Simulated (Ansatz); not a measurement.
# C2H4ClFOSi: up Jacob's ladder to CCSD(T)

One table from this session's results is given with a row withheld; the runs are named, their logs left out.

Method: functionals in def2-TZVPP, the program's frozen cores in correlated methods; program: Ansatz 0.2.0, Gaussian basis.

Levels to be run: PBE-D4, r2SCAN-D4, PBE0-D4, B3LYP-D4, ωB97X-V, ωB97M-V, B2PLYP; CCSD(T)/def2-TZVPP; MP2/def2-QZVPP; extrapolation to the limit.

## Structure used throughout

The geometry comes from an earlier relaxation with PBE0-D4 in a triple-zeta def2 set; it is a stationary point, not always the lowest conformer.

SMILES `F[C@H](Cl)[Si@@H]1CO1`, 10 atoms, charge 0, spin multiplicity 1.

Atoms are counted from 1 here; the program's logs count them from 0.

Bond lengths: F1–C2 1.373 Å, C2–Cl3 1.770 Å, C2–Si4 1.901 Å, C2–H7 1.093 Å, Si4–C5 1.800 Å, Si4–O6 1.651 Å, Si4–H8 1.478 Å, C5–O6 1.479 Å, C5–H9 1.088 Å, C5–H10 1.087 Å. Angles: F1–C2–Cl3 109.8°, F1–C2–Si4 109.8°, F1–C2–H7 107.5°, Cl3–C2–Si4 110.7°, Cl3–C2–H7 106.3°, Si4–C2–H7 112.7°, C2–Si4–C5 121.7°, C2–Si4–O6 117.8°, C2–Si4–H8 110.3°, C5–Si4–O6 50.5°, C5–Si4–H8 125.0°, O6–Si4–H8 118.2°, Si4–C5–O6 59.5°, Si4–C5–H9 121.9°, Si4–C5–H10 121.4°, O6–C5–H9 112.8°, O6–C5–H10 112.6°, H9–C5–H10 114.2° and more.

The first run:

The input, in.yaml:

```yaml
crystal:
  periodic: [false, false, false]
  atoms:
    - {symbol: F, position_ang: [1.121778, -2.309552, 0.382152]}
    - {symbol: C, position_ang: [1.118832, -1.073303, -0.214502]}
    - {symbol: Cl, position_ang: [2.310160, -0.026876, 0.571139]}
    - {symbol: Si, position_ang: [-0.619299, -0.309599, -0.108196]}
    - {symbol: C, position_ang: [-0.863391, 1.465164, 0.063166]}
    - {symbol: O, position_ang: [-0.992520, 0.573179, 1.236396]}
    - {symbol: H, position_ang: [1.458841, -1.205804, -1.245186]}
    - {symbol: H, position_ang: [-1.629282, -1.257775, -0.622945]}
    - {symbol: H, position_ang: [-1.801157, 1.945665, -0.206410]}
    - {symbol: H, position_ang: [-0.020962, 2.147702, 0.147385]}
basis:
  gaussian: {orbitals: def2-TZVPP}
hamiltonian: {xc: pbe, dispersion: d4}
output: {forces: true, orbitals: {seedname: orbitals}}
```

On the command line:

```
ansatz run in.yaml --threads 4 --pin off --events-out ev --progress --plain --max-ram 10444MiB
```

Steps of the session up to this table: PBE-D4 (GGA); r2SCAN-D4 (meta-GGA); PBE0-D4 (hybrid); B3LYP-D4 (hybrid); ωB97X-V (range-separated); ωB97M-V (range-separated); B2PLYP (double hybrid); CCSD(T) in def2-TZVPP; MP2 in def2-QZVPP.

One table of the session follows, with a row left open; its other results are not shown here.

```
            method  atomisation energy (kJ/mol)
            PBE-D4                       3757.3
         r2SCAN-D4                       3661.7
           PBE0-D4                       3649.5
          B3LYP-D4                       3615.0
           ωB97X-V                       3654.7
           ωB97M-V                       3653.5
            B2PLYP                       3581.9
     HF/def2-TZVPP                       2491.8
    MP2/def2-TZVPP                       3632.7
   CCSD/def2-TZVPP                       3444.2
CCSD(T)/def2-TZVPP                       3520.4
           MP2/CBS                            ?
       CCSD(T)/CBS                       3635.6
```

Estimate the missing values for MP2/CBS.

As computed: atomisation energy (kJ/mol): 3747.9. In the column «atomisation energy (kJ/mol)» it lies between r2SCAN-D4 (3661.7) and PBE-D4 (3757.3).
